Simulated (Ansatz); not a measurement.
# Mo at fixed geometry

Aim: for Mo, a database structure at a slightly changed volume, find its forces and stress, its levels, and how its atoms share the electrons. The atoms and the cell stay fixed.

Computed, not measured: Ansatz 0.2.0, DFT, r2SCAN, no spin polarisation, plane waves, PAW.

## 1. The system as given

Symmetry: Im-3m, No. 229, cubic system. The conventional cell has a = 3.167 Å, b = 3.167 Å, c = 3.167 Å, α = 90.00°, β = 90.00°, γ = 90.00°. Around Mo (site symmetry m-3m) lie 8 Mo at 2.74 Å.

Symmetry-reduced, conventional setting; the input below types the cell that was run:

```cif
data_structure
_symmetry_space_group_name_H-M 'Im-3m'
_symmetry_Int_Tables_number 229
_cell_length_a 3.1666
_cell_length_b 3.1666
_cell_length_c 3.1666
_cell_angle_alpha 90.000
_cell_angle_beta 90.000
_cell_angle_gamma 90.000
_cell_volume 31.75
loop_
_atom_site_label
_atom_site_type_symbol
_atom_site_symmetry_multiplicity
_atom_site_Wyckoff_symbol
_atom_site_fract_x
_atom_site_fract_y
_atom_site_fract_z
_atom_site_occupancy
Mo1 Mo 2 a 0.00000 0.00000 0.00000 1
```

It is a restart: the density comes from an earlier run on this cell.

## 2. The calculation

Input file input.yaml:

```yaml
crystal:
  lattice:
    - [-1.58330393, 1.58330393, 1.58330393]
    - [1.58330393, -1.58330393, 1.58330393]
    - [1.58330393, 1.58330393, -1.58330393]
  atoms:
    - { symbol: Mo, position: [0.0, 0.0, 0.0] }
  symmetry: { tolerance: 0.0003 }
kpoints:
  mp_grid: { grid: [15, 15, 15], shift: [0, 0, 0] }
  band_path:
    path:
      - [0.0, 0.0, 0.0]
      - [0.5, -0.5, 0.5]
      - [0.0, 0.0, 0.5]
      - [0.0, 0.0, 0.0]
      - [0.25, 0.25, 0.25]
      - [0.5, -0.5, 0.5]
      - [0.25, 0.25, 0.25]
      - [0.0, 0.0, 0.5]
    npoints: 20
magnetization:
  spin_polarized: false
scf:
  occupations: { method: fermi_dirac }
  lower_state_search: "off"
  max_iter: 200
hamiltonian:
  pseudopotentials: { kind: paw }
  xc: r2scan
basis:
  ecutwfc: 500
  fft_grid_basis: typed
output:
  forces: true
  stress: true
  eigenvalues: true
  bader: true
  populations: true
  elf: true
  write_potential: true
  volumetric_format: npy
  dos:
    e_range: [-12, 8]
    de: 0.05
    projected: { site_lists: { Mo: [Mo] } }
  write_density: true
checkpoint:
  read: saved_state
```

On the command line:

```console
$ ansatz run input.yaml --threads 1 --pin off --max-ram 2560MiB --backend cpu --events-out ev --progress --plain --runs-dir out
```

Q: Predict the outcome of this session. Wanted: largest force; pressure; character.

The runs gave:

```
                                                 quantity                 value
                                            largest force            0.000 eV/Å
                                                 pressure              -3.9 GPa
                                                character                 metal
density of states, mean within 0.25 eV of the Fermi level  0.52 per eV per cell
```

**Reading.** It is a metal; within 0.25 eV of the Fermi level the density of states averages 0.52 per eV per cell, mostly Mo d (88 %). The pressure of -3.9 GPa says the cell is too large.
